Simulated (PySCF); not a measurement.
# Eu³⁺: ionisation energy in cc-pVDZ-X2C

Each state of europium is computed at each level; their differences give the ionisation energy. How far do the methods differ?

The numbers are computed with PySCF 2.14.0 (unrestricted determinants in a Gaussian basis, no spin-orbit coupling in the energies), except any that are marked as measured or tabulated.

### 1 Starting point

```
Element                                   : europium (Z = 63)
Basis                                     : cc-pVDZ-X2C (8s7p5d3f1g, 84 functions)
Hamiltonian                               : the spin-free X2C one-electron Hamiltonian (Gaussian nucleus)
State 1                                   : Eu³⁺: [Xe] 4f6, high-spin 7F determinant
Needed too, but not shown                 : Eu²⁺ [Xe] 4f7 (8S)
Methods                                   : UHF, LDA, PBE, PBE0, r2SCAN, MP2
Core shells frozen in the correlated runs : valence: [Kr] 4d10; valence and next inner shell: [Ar] 3d10 (for Eu³⁺)
```

Outer shells as boxes (Hund's rule):

Eu3+ [Xe] 4f6
```
[Xe] core
4f [↑ ][↑ ][↑ ][↑ ][↑ ][↑ ][  ]
```

The runs were made by one driver on top of PySCF. The scripts below sum up each run's settings (the driver also hands on starting orbitals that pick excited configurations, and frozen orbitals as a list rather than a count), and the logs come from the driver's own runs. The driver starts from symmetry-adapted Hartree-Fock orbitals, holds the occupation by maximum overlap and uses a logarithmic radial grid for functionals, so a plain start would take other cycles.

The integrals over 84 functions and the set-up took 7 s of CPU time.

### 2 Eu³⁺, method by method

#### UHF

input.py reads:

```python
from pyscf import gto, scf, dft, mp, cc
import basis_set_exchange as bse
mol = gto.M(atom="Eu 0 0 0", charge=3, spin=6, symmetry="D2h",
            basis=gto.basis.parse(bse.get_basis("cc-pVDZ-X2C", elements=["Eu"], fmt="nwchem")),
            nucmod="G")
mf = scf.UHF(mol).sfx2c1e()
mf.irrep_nelec = {'Ag': (9, 9), 'B1g': (2, 2), 'B2g': (2, 2), 'B3g': (2, 2), 'Au': (1, 0), 'B1u': (6, 4), 'B2u': (6, 4), 'B3u': (5, 4)}
mf.kernel()
```

#### LDA

Changes to input.py:

```diff
@@ -5,3 +5,3 @@
             nucmod="G")
-mf = scf.UHF(mol).sfx2c1e()
+mf = dft.UKS(mol, xc="LDA,VWN").sfx2c1e()
 mf.irrep_nelec = {'Ag': (9, 9), 'B1g': (2, 2), 'B2g': (2, 2), 'B3g': (2, 2), 'Au': (1, 0), 'B1u': (6, 4), 'B2u': (6, 4), 'B3u': (5, 4)}
```

#### PBE

Changes to input.py:

```diff
@@ -5,3 +5,3 @@
             nucmod="G")
-mf = dft.UKS(mol, xc="LDA,VWN").sfx2c1e()
+mf = dft.UKS(mol, xc="PBE").sfx2c1e()
 mf.irrep_nelec = {'Ag': (9, 9), 'B1g': (2, 2), 'B2g': (2, 2), 'B3g': (2, 2), 'Au': (1, 0), 'B1u': (6, 4), 'B2u': (6, 4), 'B3u': (5, 4)}
```

#### PBE0

Changes to input.py:

```diff
@@ -5,3 +5,3 @@
             nucmod="G")
-mf = dft.UKS(mol, xc="PBE").sfx2c1e()
+mf = dft.UKS(mol, xc="PBE0").sfx2c1e()
 mf.irrep_nelec = {'Ag': (9, 9), 'B1g': (2, 2), 'B2g': (2, 2), 'B3g': (2, 2), 'Au': (1, 0), 'B1u': (6, 4), 'B2u': (6, 4), 'B3u': (5, 4)}
```

#### r2SCAN

Changes to input.py:

```diff
@@ -5,3 +5,3 @@
             nucmod="G")
-mf = dft.UKS(mol, xc="PBE0").sfx2c1e()
+mf = dft.UKS(mol, xc="R2SCAN").sfx2c1e()
 mf.irrep_nelec = {'Ag': (9, 9), 'B1g': (2, 2), 'B2g': (2, 2), 'B3g': (2, 2), 'Au': (1, 0), 'B1u': (6, 4), 'B2u': (6, 4), 'B3u': (5, 4)}
```

#### MP2 (valence)

Changes to input.py:

```diff
@@ -5,4 +5,5 @@
             nucmod="G")
-mf = dft.UKS(mol, xc="R2SCAN").sfx2c1e()
+mf = scf.UHF(mol).sfx2c1e()
 mf.irrep_nelec = {'Ag': (9, 9), 'B1g': (2, 2), 'B2g': (2, 2), 'B3g': (2, 2), 'Au': (1, 0), 'B1u': (6, 4), 'B2u': (6, 4), 'B3u': (5, 4)}
 mf.kernel()
+mp.UMP2(mf, frozen=23).kernel()
```

#### MP2 (valence and next inner shell)

Changes to input.py:

```diff
@@ -8,2 +8,2 @@
 mf.kernel()
-mp.UMP2(mf, frozen=23).kernel()
+mp.UMP2(mf, frozen=14).kernel()
```

Before running it: what results should come out?

As calculated:

| quantity | value |
| --- | --- |
| ionisation energy, Eu²⁺ | UHF 22.670, MP2 (valence and next inner shell) 24.965 eV; reference 24.84 ± 0.03 |

What this shows: The methods span 3.659 eV, from UHF (22.670) to LDA (26.329). The reference is uncertain or not like for like (spin-orbit coupling or other relativistic terms), so no ranking of close methods is drawn. All values hold for this basis alone; no basis-set limit was taken.
